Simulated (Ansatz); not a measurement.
# GaAs: a slab and its surfaces, (110), 3 layers

Aim: cut a slab of GaAs (110), 3 layers from the relaxed bulk, relax it, and get surface energy and work function. Methods of the runs shown: PAW and LAPW. Its runs: bulk cell relaxed (PAW); bulk in the slab's orientation (LAPW and PAW); the reference run (LAPW and PAW); atoms relaxed (PAW and LAPW); no images along the normal (PAW).

Method: DFT PBE, with the methods named in each step, in Ansatz 0.2.0.

**1. The structure to begin with**

The structure is cubic, space group F-43m (No. 216). The conventional cell has a = 5.795 Å, b = 5.795 Å, c = 5.795 Å, α = 90.00°, β = 90.00°, γ = 90.00°. Ga (site symmetry -43m) is surrounded by 4 As at 2.51 Å. As (site symmetry -43m) has 4 Ga at 2.51 Å as nearest neighbours.

Coordinates:

```xyz
2
Lattice="0.0000 2.8976 2.8976 2.8976 0.0000 2.8976 2.8976 2.8976 0.0000" Properties=species:S:1:pos:R:3 pbc="T T T"
Ga    0.0000    0.0000    0.0000
As    1.4488    1.4488    1.4488
```

Atoms are numbered in the order of the input: Ga1, As2.

**2. Bulk cell relaxed, PAW**

input.yaml

```yaml
crystal:
  lattice:
    - [0.0, 2.897629242, 2.897629242]
    - [2.897629242, 0.0, 2.897629242]
    - [2.897629242, 2.897629242, 0.0]
  atoms:
    - { symbol: Ga, position: [0.0, 0.0, 0.0] }
    - { symbol: As, position: [0.25, 0.25, 0.25] }
kpoints:
  mp_grid: { grid: [10, 10, 10] }
scf:
  occupations: { method: fermi_dirac, width: 0.02 }
hamiltonian:
  xc: pbe
  pseudopotentials: { kind: paw }
output:
  forces: true
  stress: true
relax:
  f_tol: 0.005
  max_steps: 40
  cell: {}
```

On the command line:

```
> ansatz run input.yaml --threads 2 --pin off --max-ram 4096MiB --backend cpu --events-out ev --progress --plain --runs-dir out
```

Further steps of the session: Bulk in the slab's orientation, LAPW; Bulk in the slab's orientation, PAW; Slab as cut, LAPW; Slab as cut, PAW; Atoms relaxed, PAW; Atoms relaxed, LAPW; No images along the normal, PAW.

What does the calculation give? Wanted: surface energy; work function (for each run or level that gives them).

As calculated:

| quantity | value |
| --- | --- |
| surface energy (LAPW, relaxed) | 0.60 J/m² |
| work function (LAPW, relaxed) | 4.83 eV |
| surface energy (PAW, relaxed) | 0.60 J/m² |
| work function (PAW, relaxed) | 4.83 eV |

What this shows: By LAPW the surface costs 1.03 J/m² as cut and 0.60 J/m² relaxed. With a gap the Fermi level lies anywhere inside it, so the work function printed is no measured quantity. Thickness wasn't converged, and no reconstruction was sought.
